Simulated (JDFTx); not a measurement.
# Al2Pd (Fm-3m) in JDFTx: reference runs

Reference runs on Al2Pd: the cell as given and a disturbed copy.

Program: JDFTx 1.7.0 (patched build). These are calculated values, not measurements. Logs are shortened: lines on timing, memory, paths and dates and some standing lists are left out, and cuts for length are marked. The log counts tension as positive stress, the text compression.

### 1 The crystal as given

The structure is cubic, space group Fm-3m (No. 225). The conventional cell has a = 5.899 Å, b = 5.899 Å, c = 5.899 Å, α = 90.00°, β = 90.00°, γ = 90.00°. Around Pd (site symmetry m-3m) lie 8 Al at 2.55 Å. Around Al (site symmetry -43m) lie 4 Pd at 2.55 Å.

The cell comes from a database or a generator and needn't be the stable form of this composition.

### 2 Single point, PBEsol

Al2Pd.in reads:

```
lattice \
    0.0000000000     5.5738144178     5.5738144178 \
    5.5738144178     0.0000000000     5.5738144178 \
    5.5738144178     5.5738144178     0.0000000000
coords-type Lattice
ion Pd     0.0000000000     0.0000000000     0.0000000000 1
ion Al     0.7500000000     0.7500000000     0.7500000000 1
ion Al     0.2500000000     0.2500000000     0.2500000000 1

ion-species pseudo/Pd.upf
ion-species pseudo/Al.upf
elec-cutoff 41 328
elec-ex-corr gga-PBEsol
kpoint-folding 8 8 8
elec-smearing Fermi 0.0018374661
elec-n-bands 18
electronic-SCF nIterations 100 energyDiffThreshold 1e-09
electronic-minimize nIterations 30 energyDiffThreshold 1e-7
converge-empty-states yes
forces-output-coords Cartesian

dump-name run.$VAR
dump End Ecomponents EigStats BandEigs Kpoints Forces Stress
```

Potentials or basis: PseudoDojo-SR-PBEsol-0.4.1-standard with smoothed tails.

Command:

```
jdftx -c 1 -i Al2Pd.in -o Al2Pd.out
```

Standard output:

```text
*************** JDFTx 1.7.0 (patched build) ***************

Input parsed successfully to the following command list (including defaults):
[... the input with its defaults ...]

---------- Setting up symmetries ----------

Found 48 point-group symmetries of the bravais lattice
Found 48 space-group symmetries with basis
Applied RMS atom displacement 0 bohrs to make symmetries exact.

---------- Initializing the Grid ----------
R =
[            0      5.57381      5.57381  ]
[      5.57381            0      5.57381  ]
[      5.57381      5.57381            0  ]
unit cell volume = 346.328
G =
[  -0.563634   0.563634   0.563634  ]
[   0.563634  -0.563634   0.563634  ]
[   0.563634   0.563634  -0.563634  ]
Minimum fftbox size, Smin = [  68  68  68  ]
Chosen fftbox size, S = [  70  70  70  ]

---------- Initializing tighter grid for wavefunction operations ----------
R =
[            0      5.57381      5.57381  ]
[      5.57381            0      5.57381  ]
[      5.57381      5.57381            0  ]
unit cell volume = 346.328
G =
[  -0.563634   0.563634   0.563634  ]
[   0.563634  -0.563634   0.563634  ]
[   0.563634   0.563634  -0.563634  ]
Minimum fftbox size, Smin = [  48  48  48  ]
Chosen fftbox size, S = [  48  48  48  ]

---------- Exchange Correlation functional ----------
Initalized PBEsol GGA exchange.
Initalized PBEsol GGA correlation.

---------- Setting up pseudopotentials ----------
Width of ionic core gaussian charges (only for fluid interactions / plotting) set to 0

Reading pseudopotential file 'pseudo/Pd.upf':
  'Pd' pseudopotential, 'PBESOL' functional
  Generated using ONCVPSP code by D. R. Hamann
  18 valence electrons, 3 orbitals, 6 projectors, 1001 radial grid points, with lMax = 2
    4S    l: 0   occupation:  2.0   eigenvalue: -3.132811
    4P    l: 1   occupation:  6.0   eigenvalue: -1.879401
    4D    l: 2   occupation: 10.0   eigenvalue: -0.148856
  Core radius for overlap checks: 1.48 bohrs.

Reading pseudopotential file 'pseudo/Al.upf':
  'Al' pseudopotential, 'PBESOL' functional
  Generated using ONCVPSP code by D. R. Hamann
  3 valence electrons, 2 orbitals, 6 projectors, 1001 radial grid points, with lMax = 2
    3S    l: 0   occupation:  2.0   eigenvalue: -0.283523
    3P    l: 1   occupation:  1.0   eigenvalue: -0.098840
  Core radius for overlap checks: 1.74 bohrs.

Initialized 2 species with 3 total atoms.

Folded 1 k-points by 8x8x8 to 512 k-points.

---------- Setting up k-points, bands, fillings ----------
Reduced to 29 k-points under symmetry.
Computing the number of bands and number of electrons
Calculating initial fillings.
nElectrons:  24.000000   nBands: 18   nStates: 29

----- Setting up reduced wavefunction bases (one per k-point) -----
average nbasis = 4341.525 , ideal nbasis = 4342.675

---------- Setting up ewald sum ----------
Optimum gaussian width for ewald sums = 2.366108 bohr.
Real space sum over 1331 unit cells with max indices [  5  5  5  ]
Reciprocal space sum over 3375 terms with max indices [  7  7  7  ]

---------- Allocating electronic variables ----------
Initializing wave functions:  linear combination of atomic orbitals
Note: number of bands (18) exceeds available atomic orbitals (17)
Pd pseudo-atom occupations:   s ( 2 )  p ( 6 )  d ( 10 )
Al pseudo-atom occupations:   s ( 2 )  p ( 1 )
	FillingsUpdate:  mu: +0.390546911  nElectrons: 24.000000
LCAOMinimize: Iter:   0  F: -132.2950104928839323  |grad|_K:  1.401e-02  alpha:  1.000e+00
	FillingsUpdate:  mu: +0.433454506  nElectrons: 24.000000
LCAOMinimize: Iter:   1  F: -132.4643897899412650  |grad|_K:  4.323e-03  alpha:  4.961e-01  linmin:  2.567e-01  cgtest: -1.660e+00
LCAOMinimize: 	Bad step direction: g.d > 0.
[... 18 lines of inner loops ...]
LCAOMinimize: Encountered beta<0, resetting CG.
	FillingsUpdate:  mu: +0.406070116  nElectrons: 24.000000
LCAOMinimize: Iter:   8  F: -132.5086042807992044  |grad|_K:  3.366e-08  alpha:  8.962e-01  linmin: -3.305e-02  cgtest:  1.410e-01
LCAOMinimize: Converged (|Delta F|<1.000000e-06 for 2 iters).

-------- Electronic minimization -----------
Will mix electronic density at each iteration.
	FillingsUpdate:  mu: +0.406070116  nElectrons: 24.000000
	FillingsUpdate:  mu: +0.379626503  nElectrons: 24.000000
SCF: Cycle:  0   F: -132.620217916846570   dF: -1.116e-01   |Residual|: 6.704e-02   |deigs|: 8.132e-02
	FillingsUpdate:  mu: +0.380824092  nElectrons: 24.000000
SCF: Cycle:  1   F: -132.623635191658394   dF: -3.417e-03   |Residual|: 4.426e-02   |deigs|: 9.425e-03
	FillingsUpdate:  mu: +0.380561918  nElectrons: 24.000000
SCF: Cycle:  2   F: -132.623594512001574   dF: +4.068e-05   |Residual|: 1.677e-02   |deigs|: 5.752e-03
	FillingsUpdate:  mu: +0.381839276  nElectrons: 24.000000
SCF: Cycle:  3   F: -132.624030778541311   dF: -4.363e-04   |Residual|: 4.632e-03   |deigs|: 3.379e-03
	FillingsUpdate:  mu: +0.382165858  nElectrons: 24.000000
SCF: Cycle:  4   F: -132.624025131025462   dF: +5.648e-06   |Residual|: 4.563e-03   |deigs|: 1.158e-03
	FillingsUpdate:  mu: +0.382091567  nElectrons: 24.000000
SCF: Cycle:  5   F: -132.624048187659980   dF: -2.306e-05   |Residual|: 3.138e-04   |deigs|: 1.452e-03
	FillingsUpdate:  mu: +0.382126967  nElectrons: 24.000000
SCF: Cycle:  6   F: -132.624048198847618   dF: -1.119e-08   |Residual|: 6.443e-04   |deigs|: 1.668e-04
	FillingsUpdate:  mu: +0.382122882  nElectrons: 24.000000
SCF: Cycle:  7   F: -132.624048624511403   dF: -4.257e-07   |Residual|: 9.831e-05   |deigs|: 3.597e-04
	FillingsUpdate:  mu: +0.382122447  nElectrons: 24.000000
SCF: Cycle:  8   F: -132.624048633455260   dF: -8.944e-09   |Residual|: 6.700e-05   |deigs|: 4.589e-04
	FillingsUpdate:  mu: +0.382122627  nElectrons: 24.000000
SCF: Cycle:  9   F: -132.624048638580291   dF: -5.125e-09   |Residual|: 1.122e-05   |deigs|: 2.569e-04
	FillingsUpdate:  mu: +0.382122627  nElectrons: 24.000000
SCF: Cycle: 10   F: -132.624048639692433   dF: -1.112e-09   |Residual|: 2.614e-06   |deigs|: 6.892e-05
	FillingsUpdate:  mu: +0.382122612  nElectrons: 24.000000
SCF: Cycle: 11   F: -132.624048640109663   dF: -4.172e-10   |Residual|: 4.063e-06   |deigs|: 8.078e-05
	FillingsUpdate:  mu: +0.382122667  nElectrons: 24.000000
SCF: Cycle: 12   F: -132.624048640230228   dF: -1.206e-10   |Residual|: 9.118e-07   |deigs|: 4.371e-05
SCF: Converged (|Delta E|<1.000000e-09 for 2 iters).

Setting wave functions to eigenvectors of Hamiltonian
Converging empty states (this may take a while): |deigs|: 2.540e-04

# Stress tensor in Cartesian coordinates [Eh/a0^3]:
[  2.41774e-05            0            0  ]
[            0  2.41774e-05            0  ]
[            0            0  2.41774e-05  ]

# Ionic positions in lattice coordinates:
ion Pd   0.000000000000000   0.000000000000000   0.000000000000000 1
ion Al   0.750000000000000   0.750000000000000   0.750000000000000 1
ion Al   0.250000000000000   0.250000000000000   0.250000000000000 1

# Forces in Cartesian coordinates:
force Pd   0.000000000000000  -0.000000000000000  -0.000000000000000 1
force Al   0.000000000000000   0.000000000000000  -0.000000000000000 1
force Al  -0.000000000000000   0.000000000000000  -0.000000000000000 1

# Energy components:
   Eewald =      -78.9789567256197813
       EH =       46.8316942931611209
     Eloc =     -133.7903283681131086
      Enl =        1.9990345548334814
      Exc =      -22.6673755118956031
 Exc_core =        6.9449125288419742
       KE =       47.0373994840940881
-------------------------------------
     Etot =     -132.6236197446978338
       TS =        0.0004288955323979
-------------------------------------
        F =     -132.6240486402302281

IonicMinimize: Iter:   0  F: -132.624048640230228  |grad|_K:  9.636e-37
IonicMinimize: Converged (|grad|_K<1.000000e-04).

#--- Lowdin population analysis ---
# oxidation-state Pd +0.679
# oxidation-state Al -0.240 -0.240

Dumping 'run.eigStats' ...
	eMin: -2.750810 at state 0 ( [ +0.000000 +0.000000 +0.000000 ] spin 0 )
	HOMO: +0.377774 at state 13 ( [ +0.000000 +0.250000 +0.375000 ] spin 0 )
	mu  : +0.382123
	LUMO: +0.382332 at state 6 ( [ +0.000000 +0.125000 +0.250000 ] spin 0 )
	eMax: +0.773290 at state 18 ( [ +0.000000 +0.375000 +0.500000 ] spin 0 )
	HOMO-LUMO gap: +0.004558
	Optical gap  : +0.035238 at state 23 ( [ +0.125000 +0.250000 -0.375000 ] spin 0 )
Done!
[note: the HOMO, LUMO and gaps printed at the end count levels as full or empty at half filling, so they show a gap where a level is partly filled]
```

Wall time 1.9 min (1 thread of AMD EPYC 7R43 (Zen 3), shared host); peak memory 0.2 GiB.

Results:

```yaml
Free_energy: -3608.8842 eV
Pressure: -0.7 GPa
Band_gap_on_the_k_mesh: none (metal or under the smearing width)
Loewdin_charges: Pd +0.68; Al -0.24 e
```

Levels at points of the mesh, in eV from the Fermi level:
| k point | band 8 | band 9 | band 10 | band 11 | band 12 | band 13 | band 14 | band 15 |
| --- | --- | --- | --- | --- | --- | --- | --- | --- |
| (0.00, 0.00, 0.00) | -4.84 | -3.72 | -3.72 | 3.20 | 4.01 | 4.01 | 4.01 | 4.54 |
| (0.00, 0.00, 0.50) | -4.57 | -3.56 | -3.56 | -3.37 | 1.21 | 1.21 | 3.89 | 4.38 |
| (0.00, 0.50, 0.50) | -3.82 | -3.82 | -3.35 | -2.80 | -1.45 | -1.45 | 2.18 | 3.10 |

Caveat: the atomic charges don't sum to the cell's charge; this set's palladium file may shift the pressure by some GPa.

### 3 Single point, PBEsol (atoms moved at random, drawn with an rms of 0.05 Å)

Al2Pd.in: that of step 2 with these lines changed.

```diff
@@ -5,5 +5,5 @@
 coords-type Lattice
-ion Pd     0.0000000000     0.0000000000     0.0000000000 1
-ion Al     0.7500000000     0.7500000000     0.7500000000 1
-ion Al     0.2500000000     0.2500000000     0.2500000000 1
+ion Pd     0.0005060000     0.0024200000    -0.0070730000 1
+ion Al     0.7485570000     0.7483180000     0.7543820000 1
+ion Al     0.2530280000     0.2490260000     0.2490430000 1
```

Potentials or basis: PseudoDojo-SR-PBEsol-0.4.1-standard with smoothed tails.

Command:

```
jdftx -c 1 -i Al2Pd.in -o Al2Pd.out
```

Standard output:

```text
*************** JDFTx 1.7.0 (patched build) ***************

Input parsed successfully to the following command list (including defaults):
[... the input with its defaults ...]

---------- Setting up symmetries ----------

Found 48 point-group symmetries of the bravais lattice
Found 1 space-group symmetries with basis
Applied RMS atom displacement 0 bohrs to make symmetries exact.

---------- Initializing the Grid ----------
R =
[            0      5.57381      5.57381  ]
[      5.57381            0      5.57381  ]
[      5.57381      5.57381            0  ]
unit cell volume = 346.328
G =
[  -0.563634   0.563634   0.563634  ]
[   0.563634  -0.563634   0.563634  ]
[   0.563634   0.563634  -0.563634  ]
Minimum fftbox size, Smin = [  68  68  68  ]
Chosen fftbox size, S = [  70  70  70  ]

---------- Initializing tighter grid for wavefunction operations ----------
R =
[            0      5.57381      5.57381  ]
[      5.57381            0      5.57381  ]
[      5.57381      5.57381            0  ]
unit cell volume = 346.328
G =
[  -0.563634   0.563634   0.563634  ]
[   0.563634  -0.563634   0.563634  ]
[   0.563634   0.563634  -0.563634  ]
Minimum fftbox size, Smin = [  48  48  48  ]
Chosen fftbox size, S = [  48  48  48  ]

---------- Exchange Correlation functional ----------
Initalized PBEsol GGA exchange.
Initalized PBEsol GGA correlation.

---------- Setting up pseudopotentials ----------
Width of ionic core gaussian charges (only for fluid interactions / plotting) set to 0

Reading pseudopotential file 'pseudo/Pd.upf':
  'Pd' pseudopotential, 'PBESOL' functional
  Generated using ONCVPSP code by D. R. Hamann
  18 valence electrons, 3 orbitals, 6 projectors, 1001 radial grid points, with lMax = 2
    4S    l: 0   occupation:  2.0   eigenvalue: -3.132811
    4P    l: 1   occupation:  6.0   eigenvalue: -1.879401
    4D    l: 2   occupation: 10.0   eigenvalue: -0.148856
  Core radius for overlap checks: 1.48 bohrs.

Reading pseudopotential file 'pseudo/Al.upf':
  'Al' pseudopotential, 'PBESOL' functional
  Generated using ONCVPSP code by D. R. Hamann
[... 33 lines left out ...]
LCAOMinimize: 	Bad step direction: g.d > 0.
[... 18 lines of inner loops ...]
LCAOMinimize: Encountered beta<0, resetting CG.
	FillingsUpdate:  mu: +0.406909293  nElectrons: 24.000000
LCAOMinimize: Iter:   8  F: -132.5074218188926238  |grad|_K:  1.686e-08  alpha:  7.761e-01  linmin: -4.537e-03  cgtest:  1.498e-02
LCAOMinimize: Converged (|Delta F|<1.000000e-06 for 2 iters).

-------- Electronic minimization -----------
Will mix electronic density at each iteration.
	FillingsUpdate:  mu: +0.406909293  nElectrons: 24.000000
	FillingsUpdate:  mu: +0.379709756  nElectrons: 24.000000
SCF: Cycle:  0   F: -132.620288800933253   dF: -1.129e-01   |Residual|: 6.702e-02   |deigs|: 8.593e-02
	FillingsUpdate:  mu: +0.380792623  nElectrons: 24.000000
SCF: Cycle:  1   F: -132.623497344028948   dF: -3.209e-03   |Residual|: 4.381e-02   |deigs|: 8.772e-03
	FillingsUpdate:  mu: +0.380677495  nElectrons: 24.000000
SCF: Cycle:  2   F: -132.623389320430306   dF: +1.080e-04   |Residual|: 1.567e-02   |deigs|: 5.189e-03
	FillingsUpdate:  mu: +0.381860862  nElectrons: 24.000000
SCF: Cycle:  3   F: -132.623860307081742   dF: -4.710e-04   |Residual|: 4.506e-03   |deigs|: 3.439e-03
	FillingsUpdate:  mu: +0.382153474  nElectrons: 24.000000
SCF: Cycle:  4   F: -132.623857293787381   dF: +3.013e-06   |Residual|: 4.222e-03   |deigs|: 1.147e-03
	FillingsUpdate:  mu: +0.382099074  nElectrons: 24.000000
SCF: Cycle:  5   F: -132.623875486321168   dF: -1.819e-05   |Residual|: 3.510e-04   |deigs|: 9.067e-04
	FillingsUpdate:  mu: +0.382125761  nElectrons: 24.000000
SCF: Cycle:  6   F: -132.623875614365062   dF: -1.280e-07   |Residual|: 5.694e-04   |deigs|: 2.929e-04
	FillingsUpdate:  mu: +0.382123023  nElectrons: 24.000000
SCF: Cycle:  7   F: -132.623875887478846   dF: -2.731e-07   |Residual|: 1.166e-04   |deigs|: 8.089e-04
	FillingsUpdate:  mu: +0.382125229  nElectrons: 24.000000
SCF: Cycle:  8   F: -132.623875912693961   dF: -2.522e-08   |Residual|: 1.871e-05   |deigs|: 5.182e-04
	FillingsUpdate:  mu: +0.382125331  nElectrons: 24.000000
SCF: Cycle:  9   F: -132.623875917959111   dF: -5.265e-09   |Residual|: 1.634e-05   |deigs|: 2.260e-04
	FillingsUpdate:  mu: +0.382125677  nElectrons: 24.000000
SCF: Cycle: 10   F: -132.623875920273917   dF: -2.315e-09   |Residual|: 1.129e-05   |deigs|: 2.083e-04
	FillingsUpdate:  mu: +0.382125710  nElectrons: 24.000000
SCF: Cycle: 11   F: -132.623875920830642   dF: -5.567e-10   |Residual|: 3.357e-06   |deigs|: 8.076e-05
	FillingsUpdate:  mu: +0.382125833  nElectrons: 24.000000
SCF: Cycle: 12   F: -132.623875921110880   dF: -2.802e-10   |Residual|: 1.203e-06   |deigs|: 1.029e-04
SCF: Converged (|Delta E|<1.000000e-09 for 2 iters).

Setting wave functions to eigenvectors of Hamiltonian
Converging empty states (this may take a while): |deigs|: 6.514e-04

# Stress tensor in Cartesian coordinates [Eh/a0^3]:
[  2.22546e-05  1.04426e-05 -1.38174e-06  ]
[  1.04426e-05  2.30876e-05 -9.56848e-06  ]
[ -1.38174e-06 -9.56848e-06  2.20207e-05  ]

# Ionic positions in lattice coordinates:
ion Pd   0.000506000000000   0.002420000000000  -0.007073000000000 1
ion Al   0.748557000000000   0.748318000000000   0.754382000000000 1
ion Al   0.253028000000000   0.249026000000000   0.249043000000000 1

# Forces in Cartesian coordinates:
force Pd   0.002122644385811   0.003916637598471  -0.001430273455157 1
force Al  -0.002003133449888  -0.002092917869344   0.001747790576728 1
force Al  -0.000113814093903  -0.001820851046001  -0.000319318630878 1

# Energy components:
   Eewald =      -78.9762716140210728
       EH =       46.8335411941442530
     Eloc =     -133.7953686948656866
      Enl =        1.9992734549889140
      Exc =      -22.6675747841423423
 Exc_core =        6.9449130197261741
       KE =       47.0380397435981266
-------------------------------------
     Etot =     -132.6234476805716156
       TS =        0.0004282405392588
-------------------------------------
        F =     -132.6238759211108800

IonicMinimize: Iter:   0  F: -132.623875921110880  |grad|_K:  2.021e-03
IonicMinimize: None of the convergence criteria satisfied after 0 iterations.

#--- Lowdin population analysis ---
# oxidation-state Pd +0.679
# oxidation-state Al -0.240 -0.240

Dumping 'run.eigStats' ...
	eMin: -2.750839 at state 0 ( [ +0.000000 +0.000000 +0.000000 ] spin 0 )
	HOMO: +0.382058 at state 115 ( [ +0.250000 +0.250000 +0.125000 ] spin 0 )
	mu  : +0.382126
	LUMO: +0.382249 at state 91 ( [ +0.125000 -0.125000 +0.125000 ] spin 0 )
	eMax: +0.774346 at state 193 ( [ +0.375000 +0.375000 -0.125000 ] spin 0 )
	HOMO-LUMO gap: +0.000190
	Optical gap  : +0.033767 at state 76 ( [ +0.125000 -0.375000 +0.250000 ] spin 0 )
Done!
```

It took 14 min on 1 thread of AMD EPYC 7R43 (Zen 3), shared host; peak memory 1.3 GiB.

Results:

| Property | Result |
| --- | --- |
| Free energy | -3608.8795 eV |
| Pressure | -0.7 GPa |
| Largest force | 0.241 eV/Å |
| Band gap on the k mesh | none (metal or under the smearing width) |
| Loewdin charges | Pd +0.68; Al -0.24 e |

Forces in eV/Å, atoms in the order of the input:
```
Pd   0.109  0.201 -0.074
Al  -0.103 -0.108  0.090
Al  -0.006 -0.094 -0.016
```

Caveat: the atomic charges don't sum to the cell's charge; this set's palladium file may shift the pressure by some GPa.
